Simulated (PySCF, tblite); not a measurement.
# C₄H₁₂AlO₂Si−, a fragment of a glass network (2-ring): NMR shifts, core binding energies and electronic excitations

What NMR shifts, core binding energies and electronic excitations should one expect for `[CH3][Al-]1([CH3])[O][Si](C)(C)[O]1`? It is drawn as: Al Si, CH3 ends, O bridges.

Computed with tblite 0.8.0 and PySCF 2.14.0; each step states its level. No surroundings beyond the atoms listed, unless a continuum is named. Atoms count from 0, parts from 1.

## Step 1: Starting point

20 atoms, charge -1, multiplicity 1; geometry: distance geometry start.

## Step 2: Geometry optimisation with GFN2-xTB

Job settings and geometry (Å):

```
{"job": {"kind": "relax", "xc": "GFN2-xTB", "basis": "xTB"}, "charge": -1, "multiplicity": 1}
C     -2.648818    -1.520270    -0.517085
Si    -1.002907    -1.812094     0.203765
C     -0.770472    -3.450270     0.976399
O      0.321648    -1.372249    -0.937309
Al     0.900771     0.073738     0.170886
C      2.624835    -0.252901     0.953496
C      0.655315     1.772633    -0.626116
O     -0.517954    -0.445396     1.301959
H     -2.578103    -1.569728    -1.559620
H     -3.002350    -0.564423    -0.250265
H     -3.325154    -2.241789    -0.185002
H     -1.365326    -3.538963     1.819311
H     -1.008399    -4.189125     0.318872
H      0.239626    -3.543394     1.249497
H      3.366402     0.246259     0.403603
H      2.851297    -1.281878     0.975044
H      2.652177     0.078149     1.934573
H      1.537042     2.309521    -0.666067
H     -0.073877     2.320223    -0.087801
H      0.286657     1.664319    -1.613893
```

Level: GFN2-xTB geometry optimisation, gas phase.

On the command line:

```bash
$ OMP_NUM_THREADS=1 python cluster_run.py task.json out
```

One launch serves the whole session: the jobs run in the order shown.

**Question.** The jobs that follow are: PBE0-D3(BJ)/def2-SVP geometry optimisation, gas phase; GIAO PBE0/aug-pcSseg-1 NMR shielding, non-relativistic, gas phase; delta-SCF UKS SCAN, aug-pcX-2 on the ionised atom, aug-pcseg-1 elsewhere, spin-free X2C; TDDFT CAM-B3LYP/def2-SVPD, vertical, gas phase, core orbitals frozen in the response. Predict: rotational constants (main isotopes); shieldings of C, H (PBE0/aug-pcSseg-1, a mean where the table joins atoms); C1s binding energies, SCAN/aug-pcX-2; O1s binding energies, SCAN/aug-pcX-2; Al2p binding energies, SCAN/aug-pcX-2; lowest singlet (CAM-B3LYP/def2-SVPD); brightest single state of those computed; lowest triplet; vertical ionisation energy (ΔSCF).

The runs gave:

| quantity | value |
| --- | --- |
| rotational constants (main isotopes) | 2.25, 1.03, 0.84 GHz |
| shieldings of C, H (PBE0/aug-pcSseg-1, a mean where the table joins atoms) | C0 180.8, C5 194.2, C6 194.2, H9 31.2, H10 31.5, H11 31.5, H12 31.5, H8 31.6 ppm and more |
| C1s binding energies, SCAN/aug-pcX-2 | C0 286.07, C6 285.04, C5 285.04 eV |
| O1s binding energies, SCAN/aug-pcX-2 | O3 531.29 eV |
| Al2p binding energies, SCAN/aug-pcX-2 | Al4 74.38 eV |
| lowest singlet (CAM-B3LYP/def2-SVPD) | 5.47 eV (227 nm), f = 0.093 |
| brightest single state of those computed | state 3, 6.52 eV, f = 0.096 |
| lowest triplet | 5.33 eV |
| vertical ionisation energy (ΔSCF) | 4.54 eV |

**Reading.** The start of the PBE0/def2-SVP relaxation was shaken at random by about 0.01 Å, so part of the energy gained, and of the first lengths quoted, undoes that. Relaxing lowered the energy by 0.180 eV in 19 steps; the close pair that moved most is C0–H8, from 1.058 to 1.103 Å (PBE0/def2-SVP). No frequency check was run at this level, so the end point may be a saddle. Hydrogens of an XH3 group are listed apart at this fixed geometry; free rotation makes them one line at their mean. At PBE0/aug-pcSseg-1: Shielding is most anisotropic at O3, O7 (span 71 ppm, paramagnetic term -248 ppm). At SCAN/aug-pcX-2: C0 (carbon bonded to Si, 3 H) binds its C1s electron 1.03 eV more tightly than C5 (carbon bonded to Al, 3 H). The first singlet state (HOMO→LUMO 0.87) lies at 5.47 eV and is bright; of the 6 states computed, the strongest absorption comes from states 3 to 5 together at 6.52 eV. The lowest triplet lies 0.13 eV below the lowest singlet (triplets in Tamm-Dancoff, singlets in full TDDFT). In the gas-phase run even the lowest singlet lies above the computed detachment energy of this anion, so its states are not to be taken as bound. At CAM-B3LYP/def2-SVPD, all states lie near or above the ionisation energy, where they hang on the basis. ΔSCF puts the ionisation energy at 4.54 eV, 0.61 eV above −ε(HOMO). A capped cluster stands for the solid here, so long-range fields and strain are missing, and bands or shifts of the capping hydrogens have no counterpart in it.
